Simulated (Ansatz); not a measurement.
Write a Python script for Ansatz 0.2.0 through its Python package that makes a single point from an input written key by key of C3H8BFO, SMILES CCB(F)OC. Settings: MP2, def2-SVP basis, multiplicity 1.

The script reads `input.yaml`:
```yaml
crystal:
  periodic: [false, false, false]
  atoms:
    - { symbol: C, position_ang: [2.2491, -0.0869, -0.1337] }
    - { symbol: C, position_ang: [0.8289, -0.5793, 0.1216] }
    - { symbol: B, position_ang: [-0.1944, 0.6398, 0.227] }
    - { symbol: F, position_ang: [-0.0177, 1.6436, 1.2521] }
    - { symbol: O, position_ang: [-1.2987, 0.7667, -0.7393] }
    - { symbol: C, position_ang: [-2.4303, 0.1139, -0.215] }
    - { symbol: H, position_ang: [2.2986, 0.482, -1.0872] }
    - { symbol: H, position_ang: [2.5938, 0.5609, 0.7011] }
    - { symbol: H, position_ang: [2.9337, -0.958, -0.2078] }
    - { symbol: H, position_ang: [0.5168, -1.248, -0.7085] }
    - { symbol: H, position_ang: [0.8, -1.155, 1.0706] }
    - { symbol: H, position_ang: [-2.7717, 0.5831, 0.737] }
    - { symbol: H, position_ang: [-3.2605, 0.2138, -0.9441] }
    - { symbol: H, position_ang: [-2.2476, -0.9768, -0.074] }
basis:
  gaussian: { orbitals: def2-SVP }
correlation:
  method: mp2
output:
  forces: true
```

Script `c3h8bfo.py`:
```python
'''Run C3H8BFO from an input written out key by key.'''

import ansatz as az
import numpy as np

session = az.Session.from_deck('input.yaml')
r = session.plan(threads=1).execute().report

print(f'E = {r["free_energy_ev"]:.6f} eV = {r["free_energy_ev"] / 27.211386246:.7f} Ha')
print('converged:', r['converged'], ' doubts:', r['published_state_doubts'] or 'none')
symbols = ['C', 'C', 'B', 'F', 'O', 'C', 'H', 'H', 'H', 'H', 'H', 'H', 'H', 'H']
print('correlation energy', round(r['free_energy_ev'] - r['reference_energy_ev'], 5), 'eV')
cluster = r['correlation'].get('coupled_cluster')
if cluster:
    print('cycles', cluster['cycles'], ' T1 diagnostic', round(cluster['t1_diagnostic'], 4), ' largest double', round(cluster['largest_double'], 4))
state = r['mean_field']['state']
print(f'mean field: {state["energy"]["hartree"]:.7f} Ha, <S^2> = {abs(state["spin_squared"]):.4f}, stability: {state.get("stability", {}).get("kind")}')

forces = np.array(r['forces_ev_ang'])
print('largest force', round(float(np.linalg.norm(forces, axis=1).max()), 4), 'eV/A, rms', round(float(np.sqrt((forces ** 2).mean())), 4))
charges = r['charge_distribution']
dipole = np.array(charges['dipole_moment_e_ang']) * 4.803205
print('dipole (D): {:.3f} {:.3f} {:.3f}, length {:.3f}'.format(*dipole, np.linalg.norm(dipole)))
print('atom  Mulliken   Lowdin')
for symbol, m, l in zip(symbols, charges['mulliken_charges_e'], charges['lowdin_charges_e']):
    print(f'{symbol:4s} {m:9.3f} {l:8.3f}')
```

Running `python c3h8bfo.py` prints:
```text
E = -8652.372958 eV = -317.9688414 Ha
converged: True  doubts: none
correlation energy -24.02178 eV
mean field: -317.0860574 Ha, <S^2> = 0.0000, stability: minimum
largest force 3.6363 eV/A, rms 0.8931
dipole (D): -0.343 -1.958 0.118, length 1.992
atom  Mulliken   Lowdin
C       -0.109    0.032
C       -0.210   -0.039
B        0.412   -0.373
F       -0.239    0.103
O       -0.397    0.077
C        0.147    0.114
H        0.051    0.016
H        0.058    0.017
H        0.045    0.004
H        0.057    0.030
H        0.065    0.039
H        0.040   -0.002
H        0.051   -0.010
H        0.030   -0.007
```

Reading the output:
- Total energies depend on the basis set; only differences at equal settings carry meaning.
- The geometry is a force-field or estimated start, not a minimum of this method, and the basis set is short of its limit.
- The Löwdin charges here are taken after orthogonalising the functions within each atom; they differ from plain Löwdin charges, and their signs can be unphysical.
- Hardware and time: 7.3 s on 1 thread of Arm Neoverse V1, on a shared host, peak memory 0.39 GiB.
